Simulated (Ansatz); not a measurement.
# CH₃OTe+ (SMILES [CH2+][Te]O): one structure at several levels

Aim: energy, forces and dipole at a structure displaced at random from a GFN2-xTB minimum, from CCSD(T) and from density functionals.

Program: Ansatz 0.2.0, Gaussian basis. Level of theory: single points in def2-TZVPP. These are calculated values, not measurements.

Correlated methods freeze the cores. Filled d shells of the heavier atoms are correlated. Core potentials replace the inner electrons past krypton, and spin-orbit coupling is left out.

### Step 1. The starting structure

6 atoms, charge 1, spin multiplicity 1.

Atoms are counted from 1 here; the program's logs count them from 0.

Bond lengths: C1–Te2 1.792 Å, C1–H4 1.108 Å, C1–H5 1.039 Å, Te2–O3 1.774 Å, O3–H6 0.838 Å. Angles: Te2–C1–H4 127.5°, Te2–C1–H5 126.0°, H4–C1–H5 105.9°, C1–Te2–O3 106.3°, Te2–O3–H6 112.0°.

Coordinates:

```csv
atom,x (Å),y (Å),z (Å)
C1,-0.3429,0.2153,-0.9948
Te2,0.7555,-0.9228,-0.1527
O3,0.9952,-0.2686,1.4783
H4,-0.7414,0.1293,-2.0251
H5,-0.8527,1.0083,-0.5576
H6,0.2909,-0.2904,1.9312
```

### Step 2. CCSD(T)/def2-TZVPP

File run/in.yaml:

```yaml
crystal:
  periodic: [false, false, false]
  atoms:
    - {symbol: C, position_ang: [-0.342900, 0.215300, -0.994800]}
    - {symbol: Te, position_ang: [0.755500, -0.922800, -0.152700]}
    - {symbol: O, position_ang: [0.995200, -0.268600, 1.478300]}
    - {symbol: H, position_ang: [-0.741400, 0.129300, -2.025100]}
    - {symbol: H, position_ang: [-0.852700, 1.008300, -0.557600]}
    - {symbol: H, position_ang: [0.290900, -0.290400, 1.931200]}
basis:
  gaussian: {orbitals: def2-TZVPP}
total_charge: 1
correlation: {method: ccsd_t}
output: {forces: true}
```

The command line of these runs was not kept.

### Step 3. PBE0-D4/def2-TZVPP

Edit run/in.yaml of step 2 so:

```diff
@@ -12,3 +12,3 @@
 total_charge: 1
-correlation: {method: ccsd_t}
-output: {forces: true}
+hamiltonian: {xc: pbe0, dispersion: d4}
+output: {forces: true, orbitals: {seedname: orbitals}}
```

### Step 4. wB97M-V/def2-TZVPP

Edit run/in.yaml of step 3 so:

```diff
@@ -12,3 +12,3 @@
 total_charge: 1
-hamiltonian: {xc: pbe0, dispersion: d4}
-output: {forces: true, orbitals: {seedname: orbitals}}
+hamiltonian: {xc: {name: wB97M-V}}
+output: {forces: true}
```

### Step 5. r2SCAN-D4/def2-TZVPP

Edit run/in.yaml of step 4 so:

```diff
@@ -12,3 +12,3 @@
 total_charge: 1
-hamiltonian: {xc: {name: wB97M-V}}
+hamiltonian: {xc: r2scan, dispersion: d4}
 output: {forces: true}
```

### Step 6. PBE-D4/def2-TZVPP

Edit run/in.yaml of step 5 so:

```diff
@@ -12,3 +12,3 @@
 total_charge: 1
-hamiltonian: {xc: r2scan, dispersion: d4}
+hamiltonian: {xc: pbe, dispersion: d4}
 output: {forces: true}
```

### Step 7. HSE06-D4/def2-TZVPP

Edit run/in.yaml of step 6 so:

```diff
@@ -12,3 +12,3 @@
 total_charge: 1
-hamiltonian: {xc: pbe, dispersion: d4}
+hamiltonian: {xc: hse06, dispersion: d4}
 output: {forces: true}
```

### Step 8. wB97X-V/def2-TZVPP

Edit run/in.yaml of step 7 so:

```diff
@@ -12,3 +12,3 @@
 total_charge: 1
-hamiltonian: {xc: hse06, dispersion: d4}
+hamiltonian: {xc: {name: wB97X-V}}
 output: {forces: true}
```

(Steps that only read results are left out.)

Before running it: what results should come out? Wanted: energy less free atoms, CCSD(T)/def2-TZVPP; RMS force component; RMS force error; HOMO and LUMO, PBE0-D4; T1 diagnostic.

The runs gave:

```
                                  quantity                                                                                            value
energy less free atoms, CCSD(T)/def2-TZVPP                                                                                    -965.9 kJ/mol
                       RMS force component                                                             3.830 to 4.074 eV/Å over the methods
                           RMS force error  PBE0-D4 0.164, wB97M-V 0.204, r2SCAN-D4 0.104, PBE-D4 0.258, HSE06-D4 0.162, wB97X-V 0.233 eV/Å
                    HOMO and LUMO, PBE0-D4                                                                              -14.48 and -8.81 eV
                             T1 diagnostic                                                                                            0.015
```

What this shows: Against CCSD(T) the functionals' energies less atoms differ by -109.0 to -38.2 kJ/mol, PBE-D4 by -109.0 kJ/mol. The reference is not at the basis limit: in triple zeta CCSD(T) underbinds, which counts against methods that bind more; the gaps are no ranking. For forces r2SCAN-D4 does best and PBE-D4 worst. Frozen-core CCSD(T) forces in triple zeta carry basis errors of their own, and this is one geometry, so small gaps rank nothing. The restricted Hartree–Fock reference is unstable towards an unrestricted one at one or more of these structures.
